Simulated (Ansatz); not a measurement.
# CH4BFOS: a ladder of functionals and wavefunction methods

One table from this session's results is given with a row withheld; the runs are named, their logs left out.

Method: functionals in def2-TZVPP, the program's frozen cores in correlated methods; program: Ansatz 0.2.0, Gaussian basis.

Levels to be run: PBE-D4, r2SCAN-D4, PBE0-D4, B3LYP-D4, ωB97X-V, ωB97M-V, B2PLYP; CCSD(T)/def2-TZVPP; CCSD(T)/def2-QZVPP; extrapolation to the limit.

**The geometry**

An earlier PBE0-D4 in a triple-zeta def2 set relaxation fixed the geometry.

SMILES `COB(F)S`, 9 atoms, charge 0, spin multiplicity 1.

Atoms are counted from 1 here; the program's logs count them from 0.

Bond lengths: C1–O2 1.417 Å, C1–H6 1.091 Å, C1–H7 1.091 Å, C1–H8 1.091 Å, O2–B3 1.342 Å, B3–F4 1.335 Å, B3–S5 1.814 Å, S5–H9 1.342 Å. Angles: O2–C1–H6 108.6°, O2–C1–H7 111.9°, O2–C1–H8 108.6°, H6–C1–H7 109.4°, H6–C1–H8 108.9°, H7–C1–H8 109.4°, C1–O2–B3 123.0°, O2–B3–F4 121.6°, O2–B3–S5 118.0°, F4–B3–S5 120.4°, B3–S5–H9 94.7°.

Set-up of the first run:

in.yaml

```yaml
crystal:
  periodic: [false, false, false]
  atoms:
    - {symbol: C, position_ang: [-0.249945, -0.091926, -1.518650]}
    - {symbol: O, position_ang: [0.495083, -0.422833, -0.359938]}
    - {symbol: B, position_ang: [0.178487, 0.025695, 0.864223]}
    - {symbol: F, position_ang: [-0.873038, 0.823352, 1.067928]}
    - {symbol: S, position_ang: [1.226984, -0.482104, 2.254670]}
    - {symbol: H, position_ang: [-0.618834, -1.014416, -1.969809]}
    - {symbol: H, position_ang: [-1.092932, 0.561154, -1.287020]}
    - {symbol: H, position_ang: [0.412775, 0.408214, -2.226639]}
    - {symbol: H, position_ang: [0.521420, 0.192864, 3.175224]}
basis:
  gaussian: {orbitals: def2-TZVPP}
hamiltonian: {xc: pbe, dispersion: d4}
output: {forces: true, orbitals: {seedname: orbitals}}
```

Launch:

```
$ ansatz run in.yaml --threads 2 --pin off --events-out ev --progress --plain --max-ram 22528MiB --backend cpu
```

Among the steps run: PBE-D4 (GGA); r2SCAN-D4 (meta-GGA); PBE0-D4 (hybrid); B3LYP-D4 (hybrid); ωB97X-V (range-separated); ωB97M-V (range-separated); B2PLYP (double hybrid); CCSD(T) in def2-TZVPP; CCSD(T) in def2-QZVPP.

One of the session's tables, all rows but one given; the rest of the session is left out.

It belongs to the step «Atomisation energies». 

```
            method  atomisation energy (eV)
            PBE-D4                   38.373
         r2SCAN-D4                   37.722
           PBE0-D4                   37.539
          B3LYP-D4                   37.397
           ωB97X-V                   37.533
           ωB97M-V                   37.663
            B2PLYP                   37.112
     HF/def2-TZVPP                   27.643
    MP2/def2-TZVPP                        ?
   CCSD/def2-TZVPP                   35.871
CCSD(T)/def2-TZVPP                   36.458
           MP2/CBS                   38.394
       CCSD(T)/CBS                   37.390
```

**Question.** Estimate the row for MP2/def2-TZVPP.

As computed: atomisation energy (eV): 37.457. In the column «atomisation energy (eV)» it lies between B3LYP-D4 (37.397) and ωB97X-V (37.533).

Limits of these values: Free atoms (1 C, 1 O, 1 B, 1 F, 1 S, 4 H) were run apart at each level; the atomisation energy is their sum less the molecule, without zero-point or spin-orbit terms.
